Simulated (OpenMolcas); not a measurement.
# W⁵⁺ among point charges: CASSCF and CASPT2 levels, g values and susceptibility

Aim: the splitting of the states of W⁵⁺ in the field of 2 point charges, its lowest levels with spin-orbit coupling and its magnetic susceptibility.

Program: OpenMolcas 26.06. Level of theory: state-averaged CASSCF and CASPT2, spin-orbit coupling by RASSI with atomic mean-field integrals. These are calculated values, not measurements, unless marked.

## Step 1: The atom as given

| Quantity | Value |
| --- | --- |
| Species | W⁵⁺ (tungsten, Z = 74, 69 electrons) |
| Basis | ANO-RCC-VDZP [7s6p4d2f1g], 68 functions |
| Scalar Hamiltonian | DKH2, point nucleus |
| Inactive shells | 1s 2s 2p 3s 3p 3d 4s 4p 4d 4f 5s 5p |
| Active space | 1 electron in 5 orbitals (5d) |
| Some configurations of this space | 5d |
| Orbitals | optimised for each spin and parity, averaged over all roots |

Outer shells as boxes (Hund's rule):

5d
```
5d [↑ ][  ][  ][  ][  ]
```

The ion sits among 2 point charges of -2.5 e arranged as a linear pair (D∞h), 1.87 Å from the ion.

The work runs as a chain of OpenMolcas steps in one folder; each step below is one input file. The outputs are cut to the sections that carry results. Labels, J, g values, rates, χT and fits are worked out afterwards by a script from the matrices that RASSI stores. The input lists half of the charges; inversion (Group=XYZ) makes the rest.

## Step 2: Basis and integrals

Contents of a.inp:

```
&GATEWAY
Coord
1

W 0.0 0.0 0.0
Basis=ANO-RCC-VDZP
Group=XYZ
NoMove
AngMom=0.0 0.0 0.0
AMFI
XField
1 Angstrom 0
0.000000 0.000000 1.870000 -2.500000
&SEWARD
```

Started as:

```console
OMP_NUM_THREADS=1 MOLCAS_MEM=1689 MOLCAS_PROJECT=a pymolcas a.inp > a.log
```

## Step 3: Reference wave functions, doublets of even parity, 5 roots

Contents of a.inp:

```
&RASSCF
FileOrb=start.orb
Symmetry=1
Spin=2
nActEl=1 0 0
Inactive=15 19
Ras2=5 0
CIRoot=5 5 1
SDav=5
CIMx=300
Iter=120 100
PrWF=0.3
OrbListing=Nothing
MaxOrb=0
>>> COPY $Project.JobIph JOB001
```

start.orb holds the contracted functions of the basis, ordered by shell, or the orbitals of the step before.

## Step 4: State interaction with spin-orbit coupling

Contents of a.inp:

```
&RASSI
NrOfJobIphs=1 5
1 2 3 4 5
IphNames
JOB001
EJob
SpinOrbit
DIPRint=1.0
SOCoupling=1000.0
Subsets=2
Property=9
'ANGMOM' 1 'ANGMOM' 2 'ANGMOM' 3 'MLTPL  1' 1 'MLTPL  1' 2 'MLTPL  1' 3
'AMFI' 1 'AMFI' 2 'AMFI' 3
SOProperty=3
'ANGMOM' 1 'ANGMOM' 2 'ANGMOM' 3
```

## Step 5: CASPT2: IPEA 0.25, imaginary shift 0.1 (closed shells correlated: 4f 5s 5p)

Contents of a.inp:

```
>>> COPY JOB001 $Project.JobIph
&CASPT2
Multistate=5 1 2 3 4 5
NoMult
Frozen=14 9
IPEA=0.25
Imaginary=0.1
MaxIter=60
WThr=0.0 0.3 0.05
PrWF=0.5
NoMix
```

(Steps that only read results are left out.)

Q: Predict the outcome of this session. Wanted: spin-free ground state; first state of the same spin; lowest level; next level.

As calculated:

```
                    quantity                                                                           value
                      method  SS-CASPT2, IPEA 0.25, imaginary shift 0.1 (closed shells correlated: 4f 5s 5p)
      spin-free ground state                                              2Delta, 2-fold in its orbital part
first state of the same spin                                                               2Pi at 23800 cm⁻¹
                lowest level                                                    2-fold, g = 0.00, 0.00, 2.03
                  next level                                                                     7864.0 cm⁻¹
                 χT at 300 K                                                                  0.14 cm³ K/mol
   effective moment at 300 K                                                                         1.07 μB
```

Cost by method:

```csv
method,time of its own steps,time with the reference
A. CASSCF,1.6 s,1.6 s
"B. SS-CASPT2, IPEA 0.25, imaginary shift 0.1, +4f 5s 5p",0.77 s,2.3 s
```

Times are of one thread on a shared host.

**Reading.** The spin-free ground state (2Delta) comes to 100 % from free-ion D terms and keeps the highest spin of the shell. χT at 300 K is 0.14, against 0.38 cm³ K/mol for the spin alone, so orbital moment lowers it. Point charges give too small a field for d ions at true ligand charges. This is an electrostatic model: the charges have no orbitals.
